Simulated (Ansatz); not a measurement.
Geometry optimisation, DFT LDA, scalar-relativistic, plane waves, PAW (Ansatz 0.2.0).

Input:

```yaml
crystal:
  lattice:
    - [5.048742, 0.0, 0.0]
    - [2.524371, 4.372339, 0.0]
    - [0.0, 0.0, 16.776426]
  atoms:
    - { symbol: H, position: [0.16666668, 0.16666667, 0.05960745] }
    - { symbol: H, position: [0.66666673, 0.16666667, 0.05960745] }
    - { symbol: H, position: [0.16666669, 0.6666667, 0.05960745] }
    - { symbol: H, position: [0.66666673, 0.6666667, 0.05960745] }
    - { symbol: C, position: [0.16666668, 0.16666667, 0.12517565] }
    - { symbol: C, position: [0.66666673, 0.16666667, 0.12517565] }
    - { symbol: C, position: [0.16666669, 0.6666667, 0.12517565] }
    - { symbol: C, position: [0.66666673, 0.6666667, 0.12517565] }
    - { symbol: C, position: [-0.16666667, 0.33333335, 0.15589048] }
    - { symbol: C, position: [0.33333337, 0.33333335, 0.15589048] }
    - { symbol: C, position: [-0.16666666, 0.83333337, 0.15589048] }
    - { symbol: C, position: [0.33333338, 0.83333337, 0.15589048] }
    - { symbol: C, position: [-0.16666667, 0.33333335, 0.24803498] }
    - { symbol: C, position: [0.33333337, 0.33333335, 0.24803498] }
    - { symbol: C, position: [-0.16666666, 0.83333337, 0.24803498] }
    - { symbol: C, position: [0.33333338, 0.83333337, 0.24803498] }
    - { symbol: C, position: [0.0, 0.0, 0.27874981] }
    - { symbol: C, position: [0.50000004, 0.0, 0.27874981] }
    - { symbol: C, position: [1.0e-08, 0.50000002, 0.27874981] }
    - { symbol: C, position: [0.50000005, 0.50000002, 0.27874981] }
    - { symbol: H, position: [1.0e-08, 0.50000002, 0.34431801] }
    - { symbol: H, position: [0.50000005, 0.50000002, 0.34431801] }
    - { symbol: "N", position: [0.25000002, 0.0, 0.32762792] }
    - { symbol: H, position: [0.8333334, -0.16666667, 0.3258397] }
basis:
  ecutwfc: 420.0
kpoints:
  mp_grid: { grid: [3, 3, 1] }
hamiltonian:
  xc: lda
  pseudopotentials: { kind: paw, azcp: { folder: soft_1 } }
scf:
  occupations: { method: fermi_dirac, width: 0.02 }
  lower_state_search: "off"
relax:
  f_tol: 0.03
  max_steps: 60
  adjacent_minimum: "off"
  constraints: [{ sites: [0, 1, 2, 3, 4, 5, 6, 7, 8, 9, 10, 11] }]
output:
  write_density: true
  write_potential: true
  elf: true
  volumetric_format: npy
```

Launched with:

```bash
$ ansatz run input.yaml --threads 1 --pin off --max-ram 3072MiB --backend cpu --events-out ev --progress --plain --runs-dir out
```

Question: Where does it end, and by what steps?

Answer: The forces met the threshold. Limits of this set-up: thin slab, slab without dipole correction, open-shell adsorbate without spin, PAW files made for another functional. After 14 steps the energy has fallen by 3.445 eV; H24 moved furthest, 0.75 Å. Parted: C16–N23 (1.52 → 2.06 Å).

```tsv
step	energy less start (eV)	largest force component (eV/Å)	accepted
0	0.0000	6.077	yes
1	-1.3845	3.267	yes
2	-2.1081	1.673	yes
3	-2.5113	0.988	yes
4	-2.7127	0.637	yes
5	-2.8023	0.679	yes
6	-2.8581	0.629	yes
7	-3.1631	1.542	yes
8	-2.9899	4.797	no
9	-3.3799	0.537	yes
10	-3.4129	0.925	yes
11	-3.4313	0.433	yes
12	-3.4420	0.147	yes
13	-3.4448	0.061	yes
14	-3.4452	0.023	yes
```

```xyz
24
Lattice="5.0487 0.0000 0.0000 2.5244 4.3723 0.0000 0.0000 0.0000 16.7764" Properties=species:S:1:pos:R:3
H 1.262 0.729 1.000
H 3.787 0.729 1.000
H 2.524 2.915 1.000
H 5.049 2.915 1.000
C 1.262 0.729 2.100
C 3.787 0.729 2.100
C 2.524 2.915 2.100
C 5.049 2.915 2.100
C 0.000 1.457 2.615
C 2.524 1.457 2.615
C 1.262 3.644 2.615
C 3.787 3.644 2.615
C 0.033 1.467 4.148
C 2.491 1.467 4.148
C 1.262 3.605 4.239
C 3.787 3.574 4.056
C 0.316 0.078 4.762
C 2.208 0.078 4.762
C 1.262 2.229 4.648
C 3.787 2.134 4.618
H 1.262 2.108 5.747
H 3.787 2.221 5.719
N 1.262 0.143 5.885
H 3.787 -0.056 5.124
```

Time of the run: 120 s on 1 thread of Arm Neoverse V1 (shared host), peak memory 0.47 GiB.
